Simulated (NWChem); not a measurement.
**One shape, several levels: CH2FNOSi (SMILES O=C=N[SiH2]F)**

Wanted: a comparison of 5 runs (HF/def2-SVP, M06-2X/STO-3G, PBE0/def2-SVP, B2PLYP/6-311G**, MP2/def2-SVP) of CH2FNOSi. 

Program for the calculation: NWChem 7.3.0.

## 1. The structure to begin with

The species is CH2FNOSi (7 atoms), meant as a singlet with charge 0. As SMILES, `O=C=N[SiH2]F`. Geometry: relaxed at PBE0-D4/def2-TZVP. This is one conformer, not always the lowest.

Bond lengths: O1–C2 1.162 Å, C2–N3 1.195 Å, N3–Si4 1.694 Å, Si4–F5 1.591 Å, Si4–H6 1.475 Å, Si4–H7 1.475 Å. Angles: O1–C2–N3 178.4°, C2–N3–Si4 166.0°, N3–Si4–F5 109.2°, N3–Si4–H6 109.0°, N3–Si4–H7 109.0°, F5–Si4–H6 108.2°, F5–Si4–H7 108.2°, H6–Si4–H7 113.2°.

## 2. Energy and gradient at HF/def2-SVP (run 1)

The input, mol.nw:

```
start mol
title "CH2FNOSi"
memory 2200 mb

geometry units angstroms noautosym nocenter noautoz
  O     -0.573800    -2.908000    -0.552000
  C     -0.306900    -1.816900    -0.256100
  N     -0.019000    -0.706200     0.076100
  Si     0.212100     0.968300     0.188900
  F     -0.420200     1.671000    -1.091000
  H     -0.490300     1.470300     1.384800
  H      1.659300     1.253600     0.203700
end

basis spherical bse
  * library def2-SVP
end

scf
  thresh 1e-08
  maxiter 80
end

task scf gradient
```

Command:

```bash
$ nwchem mol.nw > mol.out
```

The program printed:

```text
[...]
  functions       =    84
[...]
  wavefunction    = RHF
[...]
         Total SCF energy =   -556.524495803995
      One-electron energy =  -1176.268290292534
      Two-electron energy =    414.820880820054
 Nuclear repulsion energy =    204.922913668485
        Time for solution =      7.7s
[...]
                         RHF ENERGY GRADIENTS
    atom               coordinates                        gradient
                 x          y          z           x          y          z
   1 O      -1.084325  -5.495323  -1.043129   -0.010004  -0.041570  -0.010947
   2 C      -0.579957  -3.433443  -0.483959    0.002912   0.016897   0.002218
   3 N      -0.035905  -1.334524   0.143808    0.009260   0.033812   0.011034
   4 Si      0.400811   1.829822   0.356969   -0.007645  -0.005402  -0.012890
   5 F      -0.794063   3.157732  -2.061691    0.003869  -0.003788   0.007739
   6 H      -0.926533   2.778464   2.616893   -0.002214   0.000324   0.003071
   7 H       3.135622   2.368960   0.384937    0.003821  -0.000273  -0.000224
[...]
```

Wall time 13 s (1 thread of Intel Xeon 6975P-C (Granite Rapids), shared host); peak memory 0.096 GiB.

## 3. Energy and forces at M06-2X/STO-3G (run 2)

The input, m1.xyz:

```xyz
7

O     -0.573800    -2.908000    -0.552000
C     -0.306900    -1.816900    -0.256100
N     -0.019000    -0.706200     0.076100
Si     0.212100     0.968300     0.188900
F     -0.420200     1.671000    -1.091000
H     -0.490300     1.470300     1.384800
H      1.659300     1.253600     0.203700
```

The input, m1.nw:

```
start m1
memory stack 880 mb heap 220 mb global 1100 mb
geometry units angstrom noautosym nocenter noautoz
  load m1.xyz
end
basis spherical bse
  O library STO-3G
  C library STO-3G
  N library STO-3G
  Si library STO-3G
  F library STO-3G
  H library STO-3G
end
dft
  xc m06-2x
  grid xfine
  convergence energy 1e-08
  maxiter 100
  mulliken
  noprint "final vectors analysis"
end
task dft gradient
```

Command:

```bash
$ nwchem m1.nw > m1.out
```

The program printed:

```text
[...]
          Wavefunction type:  closed shell.
          No. of atoms     :     7
          No. of electrons :    46
[...]
          Charge           :     0
          Spin multiplicity:     1
[...]
          AO basis - number of functions:    31
[...]
              XC Information
              --------------
                       M06-2X Method XC Functional
                     Hartree-Fock (Exact) Exchange  0.540
                        M06-2X Exchange Functional  1.000
                      M06-2X Correlation Potential  1.000
[...]
 d= 0,ls=0.0,diis     1   -551.4037587451 -7.56D+02  6.04D-02  1.06D+00     1.6
[...]
 d= 0,ls=0.0,diis     9   -551.5937727000 -7.95D-09  3.25D-06  5.73D-09    10.1
         Total DFT energy =     -551.593772699956
      One electron energy =    -1172.064420788920
           Coulomb energy =      468.923910262706
    Exchange-Corr. energy =      -53.376175842226
 Nuclear repulsion energy =      204.922913668485
[...]
  wavefunction    = closed shell
                         DFT ENERGY GRADIENTS
    atom               coordinates                        gradient
                 x          y          z           x          y          z
   1 O      -1.084325  -5.495323  -1.043129    0.028280   0.117187   0.031031
   2 C      -0.579957  -3.433443  -0.483959   -0.016128  -0.070611  -0.016931
   3 N      -0.035905  -1.334524   0.143808   -0.011502  -0.039042  -0.014285
   4 Si      0.400811   1.829822   0.356969   -0.019739  -0.007001  -0.034568
   5 F      -0.794063   3.157732  -2.061691    0.013366  -0.012752   0.026667
   6 H      -0.926533   2.778464   2.616893   -0.010816   0.007481   0.011546
   7 H       3.135622   2.368960   0.384937    0.016538   0.004738  -0.003460
[...]
```

Run time: 13 s. Hardware: 1 thread of Intel Xeon 6975P-C (Granite Rapids), shared host; peak memory 0.13 GiB.

Runs 3 to 4 aren't shown in full; the table further down has their settings and results.

## 4. Energy and gradient at MP2/def2-SVP (run 5)

The input, mymol.nw:

```
start mymol
title "CH2FNOSi"
memory total 2200 mb
charge 0

geometry noautosym nocenter noautoz
  O    -0.573800   -2.908000   -0.552000
  C    -0.306900   -1.816900   -0.256100
  N    -0.019000   -0.706200    0.076100
  Si    0.212100    0.968300    0.188900
  F    -0.420200    1.671000   -1.091000
  H    -0.490300    1.470300    1.384800
  H     1.659300    1.253600    0.203700
end

basis "ao basis" spherical bse
  O library def2-SVP
  C library def2-SVP
  N library def2-SVP
  Si library def2-SVP
  F library def2-SVP
  H library def2-SVP
end

scf
  thresh 1e-08
  maxiter 80
  noprint "final vectors analysis"
end

mp2
  freeze core 9
  tight
end

task mp2 gradient
```

Command:

```bash
$ nwchem mymol.nw > mymol.out
```

The program printed:

```text
[...]
  functions       =    84
[...]
  wavefunction    = RHF
[...]
         Total SCF energy =   -556.524495803995
      One-electron energy =  -1176.268290292534
      Two-electron energy =    414.820880820054
 Nuclear repulsion energy =    204.922913668485
        Time for solution =      8.4s
[...]
          Total MP2 energy          -557.257262184828
[...]
                         mp2 ENERGY GRADIENTS
    atom               coordinates                        gradient
                 x          y          z           x          y          z
   1 O      -1.084325  -5.495323  -1.043129    0.006809   0.027620   0.007592
   2 C      -0.579957  -3.433443  -0.483959    0.000407   0.002421   0.000305
   3 N      -0.035905  -1.334524   0.143808   -0.005247  -0.016788  -0.006723
   4 Si      0.400811   1.829822   0.356969   -0.011438  -0.002623  -0.020290
   5 F      -0.794063   3.157732  -2.061691    0.009262  -0.010829   0.018843
   6 H      -0.926533   2.778464   2.616893   -0.001755   0.000282   0.001148
   7 H       3.135622   2.368960   0.384937    0.001963  -0.000082  -0.000875
[...]
```

Run time: 24 s. Hardware: 1 thread of Intel Xeon 6975P-C (Granite Rapids), shared host; peak memory 0.25 GiB.

## 5. Overview of the runs

```csv
run,level,iteration cap,module,energy (Eh),dipole moment (D),HOMO energy (eV),LUMO energy (eV),wall time
1,HF/def2-SVP,80,scf,-556.524496,2.01,-12.31,3.81,13 s
2,M06-2X/STO-3G,100,dft,-551.593773,2.05,–,–,13 s
3,PBE0/def2-SVP,100,dft,-558.016291,1.69,-8.83,0.05,26 s
4,B2PLYP/6-311G**,100,dft,-558.467902,1.93,-10.14,1.11,22 s
5,MP2/def2-SVP,80,mp2,-557.257262,1.62,–,–,24 s
```

## 6. Results

```
                                                      quantity          value
                                           run 5: total energy  -557.25726 Eh
run 5: dipole moment (of the density that the program reports)         1.62 D
            run 5: correlation energy (9 core orbitals frozen)     -732.8 mEh
                               run 5: largest force on an atom     1.514 eV/Å
```

In words: The dipole moment (its size) runs from 1.62 D (MP2/def2-SVP) to 2.05 D (M06-2X/STO-3G). The two ends differ in method and basis. Over runs 1, 3, 4 the HOMO–LUMO gap runs from 8.88 eV (PBE0/def2-SVP) to 16.12 eV (HF/def2-SVP). Exact exchange widens orbital gaps. Totals of different functionals can't be ranked against each other. In run 2 the basis is minimal, so the values are rough. All runs together took 97 s, the longest 26 s.
